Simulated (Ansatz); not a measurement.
# Re: the cost of one run

Program: Ansatz 0.2.0, driven from Python. Level of theory: DFT PBEsol, plane waves, PAW. These are calculated values, not measurements.

**1. Starting point**

Re P6_3/mmc: It takes space group P6_3/mmc (No. 194, hexagonal). Conventional cell: a = 2.750 Å, b = 2.750 Å, c = 4.491 Å, α = 90.00°, β = 90.00°, γ = 120.00°. Re (site symmetry -6m2) has 12 Re at 2.75 Å as nearest neighbours.

Re Pm-3m: It takes space group Pm-3m (No. 221, cubic). Conventional cell: a = 2.530 Å, b = 2.530 Å, c = 2.530 Å, α = 90.00°, β = 90.00°, γ = 90.00°. Around Re (site symmetry m-3m) lie 6 Re at 2.53 Å.

No structure file is read: the coordinates are typed or built in the script.

**2. The code**

re_run.py

```python
# -*- coding: utf-8 -*-
import ansatz as az
import numpy as np
import pandas as pd

params = {
    "xc": "PBEsol",
    "ecut": 380,
    "extra_bands": 6,
    "k_spacing": 0.3,
    "smearing": "fermi_dirac",
    "sigma": 0.1,
}


def hcp(A, a):
    return (
        az.Lattice.from_parameters(a, a, 1.633 * a, alpha=90, beta=90, gamma=120)
        .space_group(194)
        .atom(A, [1 / 3, 2 / 3, 0.25])
    )


def sc(first, a):
    return (
        az.Lattice.cubic(a)
        .space_group(221)
        .atom(first, [0, 0, 0])
    )


def run_phase(name, crystal, pressure=0.0):
    calc = (
        crystal.calculation()
        .functional(params["xc"])
        .basis(params["ecut"], density_ratio=4)
        .accuracy("low")
        .scf(extra_bands=params["extra_bands"])
        .kpoints(spacing=params["k_spacing"])
        .occupations(params["smearing"], width=params["sigma"])
    )
    calc = calc.relax(force_tolerance=0.02, max_steps=40, cell=True, pressure=pressure)
    return calc.run(threads=1)


def volume_per_atom(outcome):
    return abs(np.linalg.det(outcome.lattice.cell_ang)) / len(outcome.lattice.sites)


def main():
    phases = {}
    phases["hcp"] = hcp("Re", 2.75)
    phases["sc"] = sc("Re", 2.53)

    pressures = [0, 20, 40, 60]
    enthalpy, volume = {name: [] for name in phases}, {name: [] for name in phases}
    for p in pressures:
        for name, crystal in phases.items():
            o = run_phase(name, crystal, pressure=p)
            volume[name].append(volume_per_atom(o))
            enthalpy[name].append(o.report["energy_sigma0_ev"] / len(o.lattice.sites) + p * volume[name][-1] / 160.21766)
    gap = np.array(enthalpy["sc"]) - np.array(enthalpy["hcp"])
    rows = [(p, va, vb, 1000 * d) for p, va, vb, d in zip(pressures, volume["hcp"], volume["sc"], gap)]
    print(pd.DataFrame(rows, columns=["P (GPa)", "V hcp (A^3/atom)", "V sc (A^3/atom)", "H(sc) - H(hcp) (meV/atom)"]).round(4).to_string(index=False))
    crossings = [p0 - g0 * (p1 - p0) / (g1 - g0) for p0, p1, g0, g1 in zip(pressures, pressures[1:], gap, gap[1:]) if g0 * g1 < 0]
    print("crossing near", [round(float(p), 1) for p in crossings], "GPa") if crossings else print("no crossing in this range")


if __name__ == "__main__":
    main()
```

**3. What the engine is handed**

The engine receives this input (first run):

```yaml
crystal:
  lattice:
    a: 2.75
    b: 2.75
    c: 4.49075
    alpha: 90.0
    beta: 90.0
    gamma: 120.0
  space_group: 194
  atoms:
    - { symbol: Re, position: [0.3333333333333333, 0.6666666666666666, 0.25] }
accuracy: low
basis:
  ecutwfc: 380.0
  ecutrho_ratio: 4
kpoints:
  mp_grid:
    kspacing: 0.3
hamiltonian:
  xc: pbesol
scf:
  n_extra_bands: 6
  occupations:
    method: fermi_dirac
    width: 0.1
relax:
  f_tol: 0.02
  max_steps: 40
  cell:
    p_target: 0.0
```

**4. Launch**

Command:

```console
> python re_run.py
```

**Question.** How long does this script take on 1 thread of Arm Neoverse V1, shared host, and how much memory does it need?

About 40 s, with a peak of 0.41 GiB.
